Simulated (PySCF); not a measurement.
# One shape, several levels: SiHCl2OF (SMILES O[Si](F)(Cl)Cl)

We compute a comparison of 6 runs (B2PLYP/def2-SVP, BHLYP/def2-SVP, BLYP/def2-SVP, M06-L/def2-SVP, SVWN5/def2-SVP, r2SCAN/def2-SVP) of SiHCl2OF. Input form: a Python script.

Program for the calculation: PySCF 2.14.0.

1 further run of the same task is left out (set aside as unsound or not needed). Runs told in other sessions of the task aren't counted.

## Step 1: Starting point

SiHCl2OF has 6 atoms, charge 0, and is taken as a singlet. SMILES: `O[Si](F)(Cl)Cl`. Geometry: relaxed at PBE0-D4/def2-TZVP. This is one conformer, not always the lowest.

Bond lengths: O1–Si2 1.612 Å, Si2–F3 1.579 Å, Si2–Cl4 2.026 Å, Si2–Cl5 2.011 Å, O1–H6 0.959 Å. Angles: O1–Si2–F3 111.1°, O1–Si2–Cl4 111.7°, O1–Si2–Cl5 107.8°, F3–Si2–Cl4 106.6°, F3–Si2–Cl5 108.3°, Cl4–Si2–Cl5 111.3°, Si2–O1–H6 118.9°.

## Step 2: The energy at B2PLYP/def2-SVP (run 1)

input.py

```python
from pyscf import gto, dft, mp

mol = gto.Mole()
mol.atom = [
    ('O', (-0.507700, 0.453700, 1.122500)),
    ('Si', (0.219500, 0.013400, -0.247400)),
    ('F', (1.583200, -0.726700, 0.044400)),
    ('Cl', (-0.921300, -1.272900, -1.319600)),
    ('Cl', (0.618000, 1.683900, -1.294500)),
    ('H', (-0.949600, -0.215500, 1.648500)),
]
mol.max_memory = 1860
mol.verbose = 4
mol.basis = 'def2-svp'
mol.build()

myscf = dft.RKS(mol, xc='0.53*HF + 0.47*B88, 0.73*LYP')
myscf.grids.level = 5
myscf.conv_tol = 1e-10
myscf.kernel()
if not myscf.converged:
    myscf = myscf.newton().run(myscf.mo_coeff, myscf.mo_occ)

pt = mp.MP2(myscf, frozen=17).run()
etot = myscf.e_tot + 0.27 * pt.e_corr
print('PT2 part  %.8f' % (0.27 * pt.e_corr))
print('Final energy', etot)
```

On the command line:

```console
$ OMP_NUM_THREADS=1 python input.py
```

What it wrote:

```text
<dir> SyntaxWarning: invalid escape sequence '\W'
  S = {(paw_set(r)[0], bool(re.search(r"spin_orbit\W+true|paw_fr", str((r.get("files") or {}).get("input") or "")) or re.search("(?i)spin.orbit\W+(value\W+)?(true|yes)|value\W+spin-orbit", json.dumps(r.get("inputs"), default=str)))) for r in records}

PySCF version 2.14.0

[... 76 lines left out ...]
converged SCF energy = -1384.46444921176
[... 1 line left out ...]
******** <class 'pyscf.mp.mp2.RMP2'> ********
nocc = 16, nmo = 70
frozen orbitals 17
E(RMP2) = -1385.33575502192  E_corr = -0.871305810157181
E(SCS-RMP2) = -1385.30240776842  E_corr = -0.837958556656165
E_corr(same-spin) = -0.239548171768214
E_corr(oppo-spin) = -0.631757638388967
PT2 part  -0.23525257
Final energy -1384.699701780502
```

It took 17 s on 1 thread of Arm Neoverse V2, shared host; peak memory 0.45 GiB.

## Step 3: The energy at BHLYP/def2-SVP (run 2)

geometry.xyz

```xyz
6
Cl2FHOSi
O     -0.507700     0.453700     1.122500
Si     0.219500     0.013400    -0.247400
F      1.583200    -0.726700     0.044400
Cl    -0.921300    -1.272900    -1.319600
Cl     0.618000     1.683900    -1.294500
H     -0.949600    -0.215500     1.648500
```

job.py

```python
from pyscf import gto, dft

mol = gto.M(
    atom='geometry.xyz',
    charge=0,
    verbose=3,
    basis='def2-svp',
    max_memory=1860,
)

myscf = dft.RKS(mol)
myscf.xc = 'bhandhlyp'
myscf.grids.level = 5
myscf.conv_tol = 1e-10
myscf.kernel()
if not myscf.converged:
    myscf = myscf.newton().run(myscf.mo_coeff, myscf.mo_occ)

e_tot = myscf.e_tot
print('E = %.10f Eh' % e_tot)
```

On the command line:

```console
$ OMP_NUM_THREADS=1 python job.py
```

What it wrote:

```text
<dir> SyntaxWarning: invalid escape sequence '\W'
  S = {(paw_set(r)[0], bool(re.search(r"spin_orbit\W+true|paw_fr", str((r.get("files") or {}).get("input") or "")) or re.search("(?i)spin.orbit\W+(value\W+)?(true|yes)|value\W+spin-orbit", json.dumps(r.get("inputs"), default=str)))) for r in records}
converged SCF energy = -1385.18487271498
E = -1385.1848727150 Eh
```

Wall time 17 s (1 thread of Arm Neoverse V2, shared host); peak memory 0.45 GiB.

Runs 3 to 5 aren't shown in full; the table further down has their settings and results.

## Step 4: A single-point energy at r2SCAN/def2-SVP (run 6)

job.py

```python
from pyscf import gto, dft

molecule = gto.M(
    atom='''
O       -0.507700       0.453700       1.122500
Si       0.219500       0.013400      -0.247400
F        1.583200      -0.726700       0.044400
Cl      -0.921300      -1.272900      -1.319600
Cl       0.618000       1.683900      -1.294500
H       -0.949600      -0.215500       1.648500
''',
    charge=0,
    spin=0,
    verbose=3,
    basis='def2-svp',
    max_memory=1860,
)

myscf = dft.RKS(molecule)
myscf.xc = 'r2scan'
myscf.conv_tol = 1e-10
myscf.grids.level = 5
myscf.kernel()
if not myscf.converged:
    myscf = myscf.newton().run(myscf.mo_coeff, myscf.mo_occ)

energy = myscf.e_tot
print('E(%s) = %.9f' % ('R2SCAN', energy))
```

On the command line:

```console
$ OMP_NUM_THREADS=1 python job.py
```

What it wrote:

```text
<dir> SyntaxWarning: invalid escape sequence '\W'
  S = {(paw_set(r)[0], bool(re.search(r"spin_orbit\W+true|paw_fr", str((r.get("files") or {}).get("input") or "")) or re.search("(?i)spin.orbit\W+(value\W+)?(true|yes)|value\W+spin-orbit", json.dumps(r.get("inputs"), default=str)))) for r in records}
converged SCF energy = -1385.09938431372
E(R2SCAN) = -1385.099384314
```

Wall time 34 s (1 thread of Arm Neoverse V2, shared host); peak memory 0.46 GiB.

## Step 5: Overview of the runs

```csv
run,level,frozen core orbitals,energy (Eh),dipole moment (D),HOMO energy (eV),LUMO energy (eV),wall time
1,B2PLYP/def2-SVP,17,-1384.699702,1.93,-10.66,1.93,17 s
2,BHLYP/def2-SVP,–,-1385.184873,1.93,-10.71,1.58,17 s
3,BLYP/def2-SVP,–,-1385.211506,1.82,-7.61,-0.25,19 s
4,M06-L/def2-SVP,–,-1385.241061,1.93,-8.42,0.04,34 s
5,SVWN5/def2-SVP,–,-1379.977412,1.90,-7.96,-0.52,11 s
6,r2SCAN/def2-SVP,–,-1385.099384,1.94,-8.39,0.15,34 s
```

## Step 6: Results

| quantity | value |
| --- | --- |
| run 6: total energy | -1385.09938 Eh |
| run 6: dipole moment | 1.94 D |
| run 6: HOMO energy | -8.39 eV |
| run 6: LUMO energy | 0.15 eV |
| run 6: HOMO–LUMO gap | 8.54 eV |

**Reading.** The dipole moment (its size) runs from 1.82 D (BLYP/def2-SVP) to 1.94 D (r2SCAN/def2-SVP). The HOMO–LUMO gap runs from 7.36 eV (BLYP/def2-SVP) to 12.59 eV (B2PLYP/def2-SVP). A double hybrid's value is that of its SCF part. Totals of different functionals can't be ranked against each other. All runs together took 2.2 min, the longest 34 s.
